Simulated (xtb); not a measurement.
# CH4O3W (SMILES [CH3][W](=[O])(=[O])[OH]) at GFN2-xTB

Aim: a geometry optimisation of CH4O3W. 

Program for the calculation: xtb 6.7.1 later snapshot.

2 further runs of the same task are left out: 2 set aside as unsound or not needed.

## Step 1: The molecule

CH4O3W: 9 atoms, total charge 0, spin state singlet. SMILES: `[CH3][W](=[O])(=[O])[OH]`. The shape comes from GFN2-xTB, which is rough for such elements, and wasn't checked as a minimum. This is one conformer, not always the lowest. The run starts from this shape.

Bond lengths: C1–W2 2.204 Å, W2–O3 1.689 Å, W2–O4 1.689 Å, W2–O5 1.846 Å, C1–H6 1.105 Å, C1–H7 1.104 Å, C1–H8 1.104 Å, O5–H9 0.968 Å. Some angles: C1–W2–O3 101.5°, C1–W2–O4 101.4°, C1–W2–O5 104.5°, O3–W2–O4 113.5°, O3–W2–O5 116.4°, O4–W2–O5 116.4°, W2–C1–H6 112.0°, W2–C1–H7 113.3°, W2–C1–H8 113.3°, W2–O5–H9 170.3°.

## Step 2: A geometry optimisation at GFN2-xTB

Input file coord:

```
$coord
     -1.717968917159     -1.548365997473     -1.018354511300  c
      1.714567410134      0.319458201368      0.423808877970  w
      2.764820498417     -1.823151073255      2.543117829476  o
      3.503155392570      0.482182517960     -2.214381072836  o
      0.579900255864      3.354018206815      1.715550067719  o
     -1.298147361312     -3.414111497578     -1.856731506490  h
     -3.145732593358     -1.904617166488      0.459449112680  h
     -2.680973350268     -0.461357736066     -2.515641211624  h
      0.280378665111      4.995963441979      2.463182414405  h
$end
```

Run with:

```sh
xtb coord --gfn 2 --chrg 0 --opt vtight > coord.out 2> xtb.err
```

What values should one expect? Wanted: total energy at the end; dipole moment; HOMO energy; LUMO energy; HOMO–LUMO gap; dispersion energy; mean polarisability.

**Answer.** As computed:

At GFN2-xTB:

| quantity | value |
| --- | --- |
| total energy at the end | -18.86132 Eh |
| dipole moment | 6.94 D |
| HOMO energy | -10.85 eV |
| LUMO energy | -6.88 eV |
| HOMO–LUMO gap | 3.97 eV |
| dispersion energy | -13.53 kJ/mol |
| mean polarisability (D4 model) | 77.7 bohr³ |

In words: At the final geometry: Bond lengths: C1–W2 2.205 Å, W2–O3 1.689 Å, W2–O4 1.689 Å, W2–O5 1.846 Å, C1–H6 1.105 Å, C1–H7 1.104 Å, C1–H8 1.104 Å, O5–H9 0.968 Å. Some angles: C1–W2–O3 101.5°, C1–W2–O4 101.5°, C1–W2–O5 104.5°, O3–W2–O4 113.5°, O3–W2–O5 116.4°, O4–W2–O5 116.4°, W2–C1–H6 112.1°, W2–C1–H7 113.2°, W2–C1–H8 113.2°, W2–O5–H9 170.4°. The optimisation took 6 steps and changed the energy by -0.000 eV. Mulliken charges run from -0.52 on O4 to +1.12 on W2.
